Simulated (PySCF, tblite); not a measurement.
# C₃H₁₀AlNO: geometry, infrared bands and NMR shifts

Wanted: the infrared bands and NMR shifts of C₃H₁₀AlNO (`C[O][AlH][N](C)C`), by calculation.

The runs use tblite 0.8.0 and PySCF 2.14.0, with density-fitted response routines of our own; the level of theory stands in each step. All values are computed, except where a source is named. Atoms count from 0, in the outputs and in this text.

**1. The starting structure**

16 atoms, charge 0, multiplicity 1; geometry from: force field or distance geometry start.

Bonds of the start (Å): C0–O1 1.39, O1–Al2 1.87, Al2–N3 1.93, N3–C4 1.46, N3–C5 1.46, C0–H6 1.11, C0–H7 1.11, C0–H8 1.11, Al2–H9 1.59, C4–H10 1.12, C4–H11 1.11, C4–H12 1.12, C5–H13 1.11, C5–H14 1.12, C5–H15 1.10.

**2. Relaxing the molecule with GFN2-xTB**

The job: settings as JSON, then the geometry in Å.

```
{"job": {"kind": "relax", "xc": "GFN2-xTB", "basis": "xTB"}, "charge": 0, "multiplicity": 1}
C     -2.542800     0.099000    -0.339100
O     -1.935700    -0.018300     0.905100
Al    -0.376500    -1.037800     0.747400
N      1.302800    -0.162200     0.354800
C      1.130600     1.285000     0.324200
C      1.834000    -0.655500    -0.916100
H     -1.893600     0.632500    -1.069000
H     -2.855100    -0.886000    -0.730900
H     -3.464400     0.709400    -0.215900
H     -0.458400    -2.624400     0.883300
H      0.428200     1.586300    -0.495400
H      2.108800     1.777500     0.148300
H      0.738500     1.658000     1.300300
H      2.008000    -1.753700    -0.868000
H      2.822100    -0.176300    -1.115200
H      1.146100    -0.424600    -1.744300
```

On the command line:

```console
> OMP_NUM_THREADS=1 python probes_run.py task.json out
```

This one command runs all jobs of the session in turn.

**Question.** This job is followed by: GFN2-xTB harmonic vibrations, gas phase; GIAO PBE0/pcSseg-1 NMR shielding, non-relativistic, gas phase. Predict these results of the whole session: strongest single infrared mode (GFN2-xTB); zero-point energy (GFN2-xTB); ¹³C shifts against TMS (PBE0/pcSseg-1, means over atoms taken as alike); ¹H shifts against TMS (PBE0/pcSseg-1, means over atoms taken as alike); ¹⁷O shifts against H2O (PBE0/pcSseg-1); ²⁷Al shifts against AlH4- (PBE0/pcSseg-1); ¹⁵N shifts against NH3 (PBE0/pcSseg-1); surface potential, 1st and 99th percentile.

As calculated:

```
                                                               quantity                  value
                              strongest single infrared mode (GFN2-xTB)  1218 cm⁻¹, 252 km/mol
                                           zero-point energy (GFN2-xTB)          79.9 kcal/mol
¹³C shifts against TMS (PBE0/pcSseg-1, means over atoms taken as alike)         56.7, 41.1 ppm
 ¹H shifts against TMS (PBE0/pcSseg-1, means over atoms taken as alike)   4.28, 3.65, 2.76 ppm
                                 ¹⁷O shifts against H2O (PBE0/pcSseg-1)               19.9 ppm
                              ²⁷Al shifts against AlH4- (PBE0/pcSseg-1)               43.6 ppm
                                 ¹⁵N shifts against NH3 (PBE0/pcSseg-1)               56.9 ppm
                                  surface potential, 1st and 99th percentile     -0.70 V and 1.76 V
```

In words: Relaxing lowered the energy by 1.592 eV in 134 steps; the close pair that moved most is O1–Al2, from 1.870 to 1.645 Å. The lowest mode is slightly imaginary (19i cm⁻¹), a soft motion within the noise of the Hessian, so the minimum is not strictly shown. The strongest single mode, at 1218 cm⁻¹, moves mainly O1 and C0. GFN2-xTB is a fitted tight-binding method: band positions and strengths are rough. Its intensities can rank the bands wrongly. The most deshielded hydrogen is H6, H7, H8 (mean) (hydrogen on a methyl carbon bonded to O), at 4.28 ppm: its carbon carries O, which withdraws density. At PBE0/pcSseg-1: Shielding is most anisotropic at N3 (span 121 ppm, paramagnetic term -117 ppm).
